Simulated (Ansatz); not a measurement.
Runs of Ansatz 0.2.0 on In3Se. It takes space group Pm-3m (No. 221, cubic). Conventional cell: a = 4.804 Å, b = 4.804 Å, c = 4.804 Å, α = 90.00°, β = 90.00°, γ = 90.00°. In (site symmetry 4/mmm) is surrounded by 8 In at 3.40 Å and 4 Se at 3.40 Å. Around Se (site symmetry m-3m) lie 12 In at 3.40 Å. The cell comes from a database or a generator and needn't be the stable form of this composition.

```tsv
task	level	cell	points for each segment of the path	gap on the mesh (eV)	pressure (GPa)	relaxed volume (Å³/atom)
band structure	HSE06	as given	4	none	-0.9	-
single point	PBE0	as given	-	none	(a)	-
relaxation of cell and atoms	PBE0	relaxed	-	none	0.0	27.36
relaxation of cell and atoms	HSE06	relaxed	-	none	0.0	27.02
```

Alike in all rows: potentials or basis Ansatz PAW; no spin polarisation; k mesh 4 × 4 × 4; cutoff (eV) 420; smearing fermi-dirac 0.05 eV.

**Question.** Estimate the missing entries.

**Answer.** (a) -0.5.

Caveats: the PAW data sets come from PBE, with cores solved anew for the run's functional, which leaves a small shift of forces and pressure; the thresholds are loose for stress (some runs); the plane-wave basis is chosen anew once the cell has moved, so the energies of steps on either side of that aren't comparable (some runs); spin-orbit coupling is left out, which moves the levels of the heavy elements (some runs).

A k mesh can miss the band edges, and the runs leave out spin-orbit coupling on In, Se.

A gap of «none» marks a metal or a gap under the smearing width.
